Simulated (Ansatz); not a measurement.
# CH₆AlNOZn: basis-set convergence

Aim: see how fast density functionals converge with the basis set for CH₆AlNOZn.

Computed with Ansatz 0.2.0, Gaussian basis. Level: one geometry, several basis sets.

Plan: PBE0-D4/def2-SVP; ωB97M-V/def2-SVP; PBE0-D4/def2-QZVPP; ωB97M-V/def2-QZVPP; the functionals' def2-TZVPP values are taken from earlier runs.

### Step 1. The relaxed structure

The geometry comes from an earlier relaxation with PBE0-D4 in a triple-zeta def2 set; it is a stationary point, not always the lowest conformer.

SMILES `[CH3][Zn][O][AlH][NH2]`, 11 atoms, charge 0, spin multiplicity 1.

Atoms are counted from 1 here; the program's logs count them from 0.

Bond lengths: C1–Zn2 1.918 Å, C1–H6 1.092 Å, C1–H7 1.092 Å, C1–H8 1.092 Å, Zn2–O3 1.758 Å, O3–Al4 1.672 Å, Al4–N5 1.768 Å, Al4–H9 1.583 Å, N5–H10 1.007 Å, N5–H11 1.007 Å. Angles: Zn2–C1–H6 110.6°, Zn2–C1–H7 110.7°, Zn2–C1–H8 110.6°, H6–C1–H7 108.3°, H6–C1–H8 108.3°, H7–C1–H8 108.3°, C1–Zn2–O3 179.3°, Zn2–O3–Al4 166.3°, O3–Al4–N5 120.4°, O3–Al4–H9 122.1°, N5–Al4–H9 117.5°, Al4–N5–H10 125.6°, Al4–N5–H11 123.9°, H10–N5–H11 110.5°.

As a file:

| atom | x (Å) | y (Å) | z (Å) |
| --- | --- | --- | --- |
| C1 | -2.02652 | -1.91847 | 1.70267 |
| Zn2 | -0.78760 | -0.79593 | 0.76309 |
| O3 | 0.33368 | 0.23446 | -0.11603 |
| Al4 | 1.62157 | 1.17254 | -0.62452 |
| N5 | 1.59586 | 1.94108 | -2.21655 |
| H6 | -2.23289 | -2.82588 | 1.13166 |
| H7 | -2.97059 | -1.39566 | 1.86839 |
| H8 | -1.62105 | -2.20938 | 2.67371 |
| H9 | 2.89750 | 1.40960 | 0.28113 |
| H10 | 0.84926 | 1.87209 | -2.88816 |
| H11 | 2.34078 | 2.51555 | -2.57538 |

### Step 2. PBE0-D4 in def2-SVP

in.yaml

```yaml
crystal:
  periodic: [false, false, false]
  atoms:
    - {symbol: C, position_ang: [-2.026525, -1.918470, 1.702673]}
    - {symbol: Zn, position_ang: [-0.787598, -0.795926, 0.763089]}
    - {symbol: O, position_ang: [0.333682, 0.234461, -0.116027]}
    - {symbol: Al, position_ang: [1.621572, 1.172544, -0.624523]}
    - {symbol: N, position_ang: [1.595864, 1.941082, -2.216554]}
    - {symbol: H, position_ang: [-2.232887, -2.825884, 1.131657]}
    - {symbol: H, position_ang: [-2.970592, -1.395665, 1.868390]}
    - {symbol: H, position_ang: [-1.621054, -2.209377, 2.673713]}
    - {symbol: H, position_ang: [2.897496, 1.409599, 0.281126]}
    - {symbol: H, position_ang: [0.849262, 1.872087, -2.888163]}
    - {symbol: H, position_ang: [2.340779, 2.515549, -2.575382]}
basis:
  gaussian: {orbitals: def2-SVP}
hamiltonian: {xc: pbe0, dispersion: d4}
output: {orbitals: {seedname: orbitals}}
```

Command:

```console
ansatz run in.yaml --threads 4 --pin off --events-out ev --progress --plain --max-ram 10444MiB
```

After this run come: ωB97M-V in def2-SVP; PBE0-D4 in def2-QZVPP; ωB97M-V in def2-QZVPP.

Before running them: what should the planned runs give, taken together? Wanted: PBE0-D4: double and triple zeta above quadruple; ωB97M-V: double and triple zeta above quadruple.

As calculated:

| quantity | value |
| --- | --- |
| PBE0-D4: double and triple zeta above quadruple | 16.76, 1.73 eV |
| ωB97M-V: double and triple zeta above quadruple | 16.88, 1.66 eV |

In words: For PBE0-D4 the step from double to triple zeta gains 15.04 eV and the next only 1.73 eV. Total energies overstate the basis error of differences, where much of it tends to cancel. The LUMO of ωB97M-V is positive and keeps falling with the basis (1.29 to 0.57 eV): an unbound level that the basis holds in place.
